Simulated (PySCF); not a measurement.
# C4H4F3: the cost of one run

Programs: PySCF 2.14.0, with routines of our own; each step states its level. All values are computed. Atoms count from 0.

## 1. The starting structure

11 atoms, charge 0, multiplicity 2; geometry from: GFN2-xTB.

## 2. Open-shell or spin-flip excitations: unrestricted TDA B3LYP/def2-SVPD

Job settings and geometry (Å):

```
{"job": {"kind": "uabs", "xc": "B3LYP", "basis": "def2-SVPD", "nstates": 10, "tda": true}, "charge": 0, "multiplicity": 2}
C     -0.603035     1.323624    -0.322692
C      0.145954     0.196478    -0.069415
C      1.512749     0.110341    -0.172948
C     -0.635293    -1.031264     0.350919
F      0.132896    -2.089561     0.635827
F     -1.382966    -0.799436     1.444457
F     -1.490694    -1.430318    -0.607785
H     -0.124000     2.234728    -0.627765
H     -1.672440     1.318605    -0.221808
H      2.040164    -0.800510     0.038507
H      2.082088     0.969983    -0.473260
```

With the program's defaults for keys left out, this is: unrestricted TDA B3LYP/def2-SVPD, vertical, gas phase, core orbitals frozen in the response.

Started as:

```bash
$ OMP_NUM_THREADS=1 python excited_run.py task.json out
```

This one command runs all jobs of the session in turn.

Q: Estimate the wall time and peak memory of this first job on 1 thread of Intel Xeon 6975P-C, shared host.

About 33 s, with a peak of 0.61 GiB.
